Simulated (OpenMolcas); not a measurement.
# Cu⁴⁺ among point charges: CASSCF and CASPT2 levels and susceptibility

Aim: the splitting of the states of Cu⁴⁺ in the field of 5 point charges, its lowest levels with spin-orbit coupling and its magnetic susceptibility.

The numbers are computed with OpenMolcas 26.06 (state-averaged CASSCF and CASPT2, spin-orbit coupling by RASSI with atomic mean-field integrals), except any that are marked as measured or tabulated.

## Step 1: The atom as given

```
Species                           : Cu⁴⁺ (copper, Z = 29, 25 electrons)
Basis                             : ANO-RCC-VDZP [5s4p2d1f], 34 functions
Scalar Hamiltonian                : DKH2, point nucleus
Inactive shells                   : 1s 2s 2p 3s 3p
Active space                      : 7 electrons in 5 orbitals (3d)
Some configurations of this space : 3d7
Orbitals                          : optimised for each spin and parity, averaged over all roots
```

Outer shells as boxes (Hund's rule):

3d7
```
3d [↑↓][↑↓][↑ ][↑ ][↑ ]
```

The ion sits among 5 point charges of -2 e arranged as a square pyramid (C4v), 1.73 Å from the ion, with the axial distance 1.505 Å.

The work runs as a chain of OpenMolcas steps in one folder; each step below is one input file. Labels, J, g values, rates, χT and fits are worked out afterwards by a script from the matrices that RASSI stores.

## Step 2: One- and two-electron integrals

Contents of a.inp:

```
&GATEWAY
Coord
1

Cu 0.0 0.0 0.0
Basis=ANO-RCC-VDZP
Group=NoSym
NoMove
AngMom=0.0 0.0 0.0
AMFI
XField
5 Angstrom 0
1.730000 0.000000 0.000000 -2.000000
0.000000 1.730000 0.000000 -2.000000
-1.730000 0.000000 0.000000 -2.000000
0.000000 -1.730000 0.000000 -2.000000
0.000000 0.000000 1.505100 -2.000000
&SEWARD
```

The run is started by

```bash
> OMP_NUM_THREADS=1 MOLCAS_MEM=1689 MOLCAS_PROJECT=a pymolcas a.inp > a.log
```

The log of the run:

```text
Basis set label: CU.ANO-RCC...5S4P2D1F.

      Electronic valence basis set:
      ------------------
      Associated Effective Charge  29.000000 au
      Associated Actual Charge     29.000000 au
      Nuclear Model: Point charge

      Shell  nPrim  nBasis  Cartesian Spherical Contaminant
         s      21       5        X
         p      15       4        X
         d      10       2                 X
         f       6       1                 X
                  Relativistic Douglas-Kroll-Hess integrals:
                    - DKH order of Hamiltonian: 2
                    - DKH order of Properties : 0
                  Atomic mean-field integrals
```

## Step 3: Reference wave functions, quartets, 10 roots

Contents of a.inp:

```
&RASSCF
FileOrb=start.orb
Symmetry=1
Spin=4
nActEl=7 0 0
Inactive=9
Ras2=5
CIRoot=10 10 1
SDav=10
CIMx=300
Iter=120 100
PrWF=0.3
OrbListing=Nothing
MaxOrb=0
>>> COPY $Project.JobIph JOB001
```

start.orb holds the contracted functions of the basis, ordered by shell, or the orbitals of the step before.

The log of the run (excerpt; [...] marks lines left out):

```text
[...]
      Number of active orbitals                  5
[...]
      Spin quantum number                      1.5
[...]
      Active orbitals                            5
[...]
      Number of CSFs                            10
      Number of root(s) required                10
[...]
      Convergence after  9 iterations
[...]
      Natural orbitals and occupation numbers for root  1
      sym 1:   1.109440   1.890560   1.000000   1.890560   1.109440
      Natural orbitals and occupation numbers for root  2
      sym 1:   1.991144   1.008856   1.008856   1.991144   1.000000
      Natural orbitals and occupation numbers for root  3
      sym 1:   1.000000   1.008856   1.008856   1.991144   1.991144
::    RASSCF root number  1 Total energy:  -1661.52114336
::    RASSCF root number  2 Total energy:  -1661.51621877
::    RASSCF root number  3 Total energy:  -1661.51621877
[...]
::    RASSCF root number  7 Total energy:  -1661.48971141
::    RASSCF root number  8 Total energy:  -1661.40598628
::    RASSCF root number  9 Total energy:  -1661.40598628
::    RASSCF root number 10 Total energy:  -1661.38271668
```

## Step 4: CASSCF: doublets, 40 roots

Contents of a.inp:

```
&RASSCF
FileOrb=start.orb
Symmetry=1
Spin=2
nActEl=7 0 0
Inactive=9
Ras2=5
CIRoot=40 40 1
SDav=40
CIMx=300
Iter=120 100
PrWF=0.3
OrbListing=Nothing
MaxOrb=0
>>> COPY $Project.JobIph JOB002
```

The log of the run (excerpt; [...] marks lines left out):

```text
[...]
      Number of active orbitals                  5
[...]
      Spin quantum number                      0.5
[...]
      Active orbitals                            5
[...]
      Number of CSFs                            40
      Number of root(s) required                40
[...]
      Convergence after  7 iterations
[...]
      Natural orbitals and occupation numbers for root  1
      sym 1:   1.778774   1.815258   0.455945   1.815258   1.134765
      Natural orbitals and occupation numbers for root  2
      sym 1:   1.267091   1.732862   1.095342   1.732862   1.171845
      Natural orbitals and occupation numbers for root  3
      sym 1:   1.435435   1.541851   0.926971   1.418799   1.676943
::    RASSCF root number  1 Total energy:  -1661.41189441
::    RASSCF root number  2 Total energy:  -1661.40594431
::    RASSCF root number  3 Total energy:  -1661.40371531
[...]
::    RASSCF root number 27 Total energy:  -1661.34356855
::    RASSCF root number 28 Total energy:  -1661.34292209
::    RASSCF root number 29 Total energy:  -1661.25943138
::    RASSCF root number 30 Total energy:  -1661.25943138
```

## Step 5: State interaction with spin-orbit coupling

Contents of a.inp:

```
&RASSI
NrOfJobIphs=2 10 40
1 2 3 4 5 6 7 8 9 10
1 2 3 4 5 6 7 8 9 10 11 12 13 14 15 16 17 18 19 20 21 22 23 24 25 26 27
28 29 30 31 32 33 34 35 36 37 38 39 40
IphNames
JOB001
JOB002
EJob
SpinOrbit
DIPRint=1.0
SOCoupling=1000.0
Subsets=2
Property=9
'ANGMOM' 1 'ANGMOM' 2 'ANGMOM' 3 'MLTPL  1' 1 'MLTPL  1' 2 'MLTPL  1' 3
'AMFI' 1 'AMFI' 2 'AMFI' 3
SOProperty=3
'ANGMOM' 1 'ANGMOM' 2 'ANGMOM' 3
```

The log of the run:

```text
SPIN-FREE ENERGIES:
  (Shifted by EMIN (a.u.) =      -1661.5211433610)

 SF State       Relative EMIN(au)   Rel lowest level(eV)    D:o, cm**(-1)      L_eff

     1             0.0000000000        0.0000000000              0.0000         3.0
     2             0.0049245896        0.1340049090           1080.8225         3.0
     3             0.0049245896        0.1340049090           1080.8225         3.0
     4             0.0140879541        0.3833527602           3091.9485         3.0
     5             0.0186447462        0.5073493896           4092.0488         3.0
     6             0.0186447462        0.5073493896           4092.0488         3.0
     7             0.0314319496        0.8553069200           6898.5155         3.0
    11             0.1092489552        2.9728155179          23977.3742         4.0
     9             0.1151570797        3.1335837748          25274.0576         1.0
     8             0.1151570797        3.1335837748          25274.0576         1.0
    12             0.1151990559        3.1347260063          25283.2703         4.1
    13             0.1174280509        3.1953800479          25772.4782         4.0
    14             0.1174280509        3.1953800479          25772.4782         4.0
    15             0.1192378791        3.2446279841          26169.6896         4.0
    16             0.1204407414        3.2773595337          26433.6873         4.0
    17             0.1229270820        3.3450163077          26979.3760         4.1
    18             0.1229270820        3.3450163077          26979.3760         4.1
    19             0.1255426950        3.4161907651          27553.4367         4.0
    10             0.1384266829        3.7667819361          30381.1452         1.1
    20             0.1437646197        3.9120345946          31552.6869         4.3
    21             0.1437646197        3.9120345946          31552.6869         4.3
    22             0.1498561482        4.0777935307          32889.6229         2.9
    23             0.1552364312        4.2241984887          34070.4585         4.4
    24             0.1568438332        4.2679381267          34423.2425         4.1
    25             0.1568438332        4.2679381267          34423.2425         4.1
    26             0.1578855591        4.2962849311          34651.8749         4.8
    27             0.1601933866        4.3590841180          35158.3845         4.0
    28             0.1601933866        4.3590841180          35158.3845         4.0
    29             0.1625209417        4.4224201187          35669.2238         4.9
    30             0.1645169909        4.4767353828          36107.3059         4.6
    31             0.1680373431        4.5725290472          36879.9339         4.3
    32             0.1680373431        4.5725290472          36879.9339         4.3
    33             0.1702003264        4.6313868208          37354.6539         2.2
    34             0.1740064963        4.7349579801          38190.0116         4.6
    35             0.1751377989        4.7657422929          38438.3039         2.1
    36             0.1775748081        4.8320566908          38973.1655         2.7
    37             0.1775748081        4.8320566908          38973.1655         2.7
    38             0.1782212736        4.8496479119          39115.0483         2.6
    39             0.2617119850        7.1215459095          57439.1414         3.0
    40             0.2617119850        7.1215459095          57439.1414         3.0
Eigenvalues of complex Hamiltonian:
   -----------------------------------
  (Shifted by EMIN (a.u.) =      -1661.5211433610)

 SO State       Relative EMIN(au)   Rel lowest level(eV)    D:o, cm**(-1)     J-value

     1            -0.0049469486        0.0000000000              0.0000         4.3
     2            -0.0049469486        0.0000000000              0.0000         4.3
     3            -0.0032900082        0.0450876468            363.6564         3.9
     4            -0.0032900082        0.0450876468            363.6564         3.9
     5             0.0021967634        0.1943903081           1567.8636         3.4
     6             0.0021967634        0.1943903081           1567.8636         3.4
     7             0.0024766128        0.2020053985           1629.2834         2.5
     8             0.0024766128        0.2020053985           1629.2834         2.5
     9             0.0052067878        0.2762972440           2228.4876         2.5
    10             0.0052067878        0.2762972440           2228.4876         2.5
    11             0.0058991230        0.2951366453           2380.4376         2.7
    12             0.0058991230        0.2951366453           2380.4376         2.7
    13             0.0136563167        0.5062206401           4082.9448         2.3
    14             0.0136563167        0.5062206401           4082.9448         2.3
    15             0.0161232779        0.5733500732           4624.3802         2.2
    16             0.0161232779        0.5733500732           4624.3802         2.2
    17             0.0162057590        0.5755944987           4642.4827         2.5
    18             0.0162057590        0.5755944987           4642.4827         2.5
    19             0.0175388757        0.6118704514           4935.0680         2.4
    20             0.0175388757        0.6118704514           4935.0680         2.4
    21             0.0188230531        0.6468146984           5216.9124         2.8
    22             0.0188230531        0.6468146984           5216.9124         2.8
    23             0.0229267434        0.7584818015           6117.5683         2.0
    24             0.0229267434        0.7584818015           6117.5683         2.0
    25             0.0332494961        1.0393782101           8383.1506         2.2
    26             0.0332494961        1.0393782101           8383.1506         2.2
    27             0.0336917517        1.0514125989           8480.2145         1.9
    28             0.0336917517        1.0514125989           8480.2145         1.9
    29             0.1071089789        3.0491971258          24593.4334         2.9
    30             0.1071089789        3.0491971258          24593.4334         2.9
    31             0.1122478196        3.1890321042          25721.2786         1.5
    32             0.1122478196        3.1890321042          25721.2786         1.5
    33             0.1126171069        3.1990809241          25802.3278         2.5
    34             0.1126171069        3.1990809241          25802.3278         2.5
    35             0.1129868672        3.2091426137          25883.4808         1.9
    36             0.1129868672        3.2091426137          25883.4808         1.9
    37             0.1141375296        3.2404537327          26136.0220         1.7
    38             0.1141375296        3.2404537327          26136.0220         1.7
    39             0.1141669374        3.2412539597          26142.4762         3.6
    40             0.1141669374        3.2412539597          26142.4762         3.6
    41             0.1160561891        3.2926631178          26557.1190         1.5
Weights of the five most important spin-orbit-free states for each spin-orbit state.

 SO State  Total energy (au)           Spin-free states, spin, and weights
 -------------------------------------------------------------------------------------------------------
    1        -0.004947       1 1.5  0.6759    2 1.5  0.1519    3 1.5  0.1519    4 1.5  0.0076    6 1.5  0.0045
    2        -0.004947       1 1.5  0.6759    3 1.5  0.1519    2 1.5  0.1519    4 1.5  0.0076    6 1.5  0.0045
    3        -0.003290       1 1.5  0.6694    3 1.5  0.1424    2 1.5  0.1424    4 1.5  0.0241    5 1.5  0.0089
    4        -0.003290       1 1.5  0.6694    3 1.5  0.1424    2 1.5  0.1424    4 1.5  0.0241    5 1.5  0.0089
    5         0.002197       3 1.5  0.3727    2 1.5  0.3727    4 1.5  0.1358    1 1.5  0.0679    6 1.5  0.0201
    6         0.002197       2 1.5  0.3727    3 1.5  0.3727    4 1.5  0.1358    1 1.5  0.0679    5 1.5  0.0201
    7         0.002477       2 1.5  0.4269    3 1.5  0.4269    5 1.5  0.0547    6 1.5  0.0547    4 1.5  0.0306
    8         0.002477       3 1.5  0.4269    2 1.5  0.4269    6 1.5  0.0547    5 1.5  0.0547    4 1.5  0.0306
    9         0.005207       2 1.5  0.2550    3 1.5  0.2550    1 1.5  0.2171    4 1.5  0.1168    5 1.5  0.0735
   10         0.005207       2 1.5  0.2550    3 1.5  0.2550    1 1.5  0.2171    4 1.5  0.1168    5 1.5  0.0735
   11         0.005899       3 1.5  0.3465    2 1.5  0.3465    1 1.5  0.2388    4 1.5  0.0478    6 1.5  0.0071
   12         0.005899       3 1.5  0.3465    2 1.5  0.3465    1 1.5  0.2388    4 1.5  0.0478    6 1.5  0.0071
```

These steps: 16 s of run time, 1 thread of Arm Neoverse N1, shared host.

Spin-free states:

| state | degeneracy | E (cm-1) | free-ion L (%) |
| --- | --- | --- | --- |
| quartet | 1 | 0 | F (98) |
| quartet | 2 | 1081 | F (100) |
| quartet | 1 | 3092 | F (100) |
| quartet | 2 | 4092 | F (99) |
| quartet | 1 | 6899 | F (100) |
| doublet | 1 | 23977 | G (77) |
| quartet | 2 | 25274 | P (99) |
| doublet | 1 | 25283 | G (88) |
| doublet | 2 | 25772 | G (93) |
| doublet | 1 | 26170 | G (90) |
| doublet | 1 | 26434 | G (98) |
| doublet | 2 | 26979 | G (93) |
| doublet | 1 | 27553 | G (99) |
| quartet | 1 | 30381 | P (98) |
| doublet | 2 | 31553 | H (72) |
| doublet | 1 | 32890 | P (66) |
| doublet | 1 | 34070 | H (73) |
| doublet | 2 | 34423 | H (65) |
| doublet | 1 | 34652 | H (84) |
| doublet | 2 | 35158 | H (60) |
| doublet | 1 | 35669 | H (93) |
| doublet | 1 | 36107 | H (85) |
| doublet | 2 | 36880 | H (69) |
| doublet | 1 | 37355 | D (91) |

With spin-orbit coupling:

| E (cm-1) | Degeneracy | 2S+1 | g |
| --- | --- | --- | --- |
| 0.0 | 2 | 4 | 1.79 6.26 6.26 |
| 363.7 | 2 | 4 | 1.16 1.16 4.91 |
| 1568 | 2 | 4 | 0.51 0.51 5.41 |
| 1629 | 2 | 4 | 3.40 3.40 6.02 |
| 2228 | 2 | 4 | 0.64 2.24 2.24 |
| 2380 | 2 | 4 | 0.32 0.32 1.18 |
| 4083 | 2 | 4 | 0.83 0.83 6.21 |
| 4624 | 2 | 4 | 1.57 1.57 2.34 |
| 4642 | 2 | 4 | 1.55 2.99 2.99 |
| 4935 | 2 | 4 | 0.54 2.78 2.78 |
| 5217 | 2 | 4 | 1.92 3.39 3.39 |
| 6118 | 2 | 4 | 1.17 2.27 2.27 |
| 8383 | 2 | 4 | 0.06 0.06 3.97 |
| 8480 | 2 | 4 | 1.26 2.43 2.43 |
| 24593 | 2 | 2 | 1.32 3.55 3.55 |
| 25721 | 2 | 4 | 0.33 0.33 7.65 |
| 25802 | 2 | 2 | 1.77 3.42 3.42 |
| 25883 | 2 | 4 | 0.99 0.99 3.27 |
| 26136 | 2 | 4 | 0.34 1.93 1.93 |
| 26142 | 2 | 2 | 2.30 2.30 2.92 |
| 26557 | 2 | 4 | 2.21 2.21 3.45 |
| 27081 | 2 | 2 | 1.36 3.37 3.37 |
| 27259 | 2 | 2 | 0.29 0.29 5.47 |
| 27811 | 2 | 2 | 0.61 4.29 4.29 |

The table of states holds 24 of 37 computed; the rest, higher up, is left out. Principal g values are given for doublets only; a zero marks a field direction without first-order Zeeman splitting.

Powder χT (cm³ K/mol): 2.57 at 2 K, 2.59 at 5 K, 2.64 at 10 K, 2.72 at 20 K, 2.98 at 50 K, 3.39 at 100 K, 3.73 at 150 K, 3.95 at 200 K, 4.11 at 250 K, 4.21 at 300 K.

Orbitals of the lowest block (energies include the constant potential of the surroundings):

| shell | space | energy (hartree) | mean occupation | ⟨r²⟩ (bohr²) |
| --- | --- | --- | --- | --- |
| 1s | inactive | -331.9019 | 2.000 | 0.00362 |
| 2s | inactive | -41.1783 | 2.000 | 0.0646 |
| 2p | inactive | -35.3165 | 6.000 | 0.0521 |
| 3s | inactive | -4.6092 | 2.000 | 0.577 |
| 3p | inactive | -2.7741 | 6.000 | 0.625 |
| 3d | RAS2 |  | 7.000 | 0.854 |

## Step 6: CASPT2: IPEA 0.25, imaginary shift 0.1 (closed shells correlated: 3s 3p)

Contents of a.inp:

```
>>> COPY JOB001 $Project.JobIph
&CASPT2
Multistate=10 1 2 3 4 5 6 7 8 9 10
NoMult
Frozen=5
IPEA=0.25
Imaginary=0.1
MaxIter=60
WThr=0.0 0.3 0.05
PrWF=0.5
NoMix
>>> COPY JOB002 $Project.JobIph
&CASPT2
Multistate=40 1 2 3 4 5 6 7 8 9 10 11 12 13 14 15 16 17 18 19 20 21 22
23 24 25 26 27 28 29 30 31 32 33 34 35 36 37 38 39 40
NoMult
Frozen=5
IPEA=0.25
Imaginary=0.1
MaxIter=60
WThr=0.0 0.3 0.05
PrWF=0.5
NoMix
```

The log of the run (excerpt; [...] marks lines left out):

```text
[...]
      Active orbitals                            5
[...]
      E2 (Variational):          -0.3366128347
      Total energy:           -1661.8577561957
[...]
::    CASPT2 Root  1     Total energy:  -1661.85775620
::    CASPT2 Root  2     Total energy:  -1661.85098257
[...]
::    CASPT2 Root 27     Total energy:  -1661.69405233
::    CASPT2 Root 28     Total energy:  -1661.69459745
::    CASPT2 Root 29     Total energy:  -1661.61818673
::    CASPT2 Root 30     Total energy:  -1661.61818673
```

This run took 6.6 s in all on 1 thread of Arm Neoverse N1, shared host.

SS-CASPT2: lowest energy less the reference's lowest, -0.3366 hartree; reference weights 0.956 to 0.963.

States without spin-orbit coupling:

| state | degeneracy | E (cm-1) | free-ion L (%) |
| --- | --- | --- | --- |
| quartet | 1 | 0 | F (98) |
| quartet | 2 | 1487 | F (100) |
| quartet | 1 | 3632 | F (100) |
| quartet | 2 | 4568 | F (99) |
| quartet | 1 | 7931 | F (100) |
| quartet | 2 | 22536 | P (99) |
| doublet | 1 | 22777 | G (77) |
| doublet | 1 | 23584 | G (88) |
| doublet | 2 | 23965 | G (93) |
| doublet | 1 | 24599 | G (98) |
| doublet | 1 | 24870 | G (90) |
| doublet | 2 | 25249 | G (93) |
| doublet | 1 | 25740 | G (99) |
| doublet | 1 | 28452 | P (66) |
| quartet | 1 | 28550 | P (98) |
| doublet | 2 | 29419 | H (72) |
| doublet | 1 | 31843 | H (73) |
| doublet | 2 | 31896 | H (65) |
| doublet | 2 | 32959 | H (60) |
| doublet | 1 | 33543 | H (84) |
| doublet | 1 | 33716 | D (91) |
| doublet | 1 | 34446 | H (93) |
| doublet | 1 | 34661 | D (94) |
| doublet | 1 | 34853 | H (85) |

With spin-orbit coupling:

```tsv
E (cm-1)	Degeneracy	2S+1	g
0	2	4	1.84 6.15 6.15
360	2	4	0.72 0.72 5.26
1850	2	4	1.35 1.35 5.25
1930	2	4	3.27 3.27 6.30
2460	2	4	0.84 2.08 2.08
2600	2	4	0.19 0.19 0.77
4510	2	4	0.76 0.76 6.15
4990	2	4	2.57 2.66 2.66
5020	2	4	1.77 1.77 2.27
5260	2	4	1.56 2.51 2.51
5620	2	4	2.03 3.09 3.09
6480	2	4	1.14 2.03 2.03
9230	2	4	0.04 0.04 4.15
9300	2	4	1.34 2.59 2.59
22890	2	4	0.11 0.11 7.94
23070	2	4	0.09 0.09 3.95
23100	2	2	0.24 2.18 2.18
23300	2	4	0.63 1.07 1.07
23700	2	4	2.80 2.80 3.06
23980	2	2	2.97 3.34 3.34
24260	2	2	2.73 3.63 3.63
25440	2	2	0.39 0.39 5.31
25470	2	2	1.10 4.15 4.15
25930	2	2	0.74 4.38 4.38
```

Powder χT (cm³ K/mol): 2.49 at 2 K, 2.51 at 5 K, 2.55 at 10 K, 2.63 at 20 K, 2.87 at 50 K, 3.26 at 100 K, 3.58 at 150 K, 3.79 at 200 K, 3.93 at 250 K, 4.03 at 300 K.

## Step 7: The methods side by side

A. CASSCF
B. SS-CASPT2, IPEA 0.25, imaginary shift 0.1 (closed shells correlated: 3s 3p)

| method | ground state | first state of that spin (cm-1) | first gap with spin-orbit (cm-1) | χT at 300 K |
| --- | --- | --- | --- | --- |
| A | quartet | quartet 1081 | 363.7 | 4.21 |
| B | quartet | quartet 1487 | 364.4 | 4.03 |

## Step 8: Outcome

| quantity | value |
| --- | --- |
| method | SS-CASPT2, IPEA 0.25, imaginary shift 0.1 (closed shells correlated: 3s 3p) |
| spin-free ground state | quartet, 1-fold in its orbital part |
| first state of the same spin within the active space | quartet at 1490 cm⁻¹ |
| lowest level | 2-fold, g = 1.84, 6.15, 6.15 |
| next level | 364.4 cm⁻¹ |
| χT at 300 K | 4.03 cm³ K/mol |
| effective moment at 300 K | 5.67 μB |

Cost by method:

| method | time of its own steps | time with the reference |
| --- | --- | --- |
| A. CASSCF | 16 s | 16 s |
| B. SS-CASPT2, IPEA 0.25, imaginary shift 0.1, +3s 3p | 6.6 s | 23 s |

Times are of one thread on a shared host.

The spin-free ground state (quartet) comes to 98 % from free-ion F terms and keeps the highest spin of the shell. χT at 300 K is 4.03, against 1.88 cm³ K/mol for the spin alone, so orbital moment adds to it. An active space of the d shell alone favours high spin; real ions in strong fields can be low spin. The field of point charges can differ much from that of real complexes. With metal d orbitals alone active, the gaps between spin states are rough; where two lie within a few thousand cm-1, their order is open. This is an electrostatic model: the charges have no orbitals.
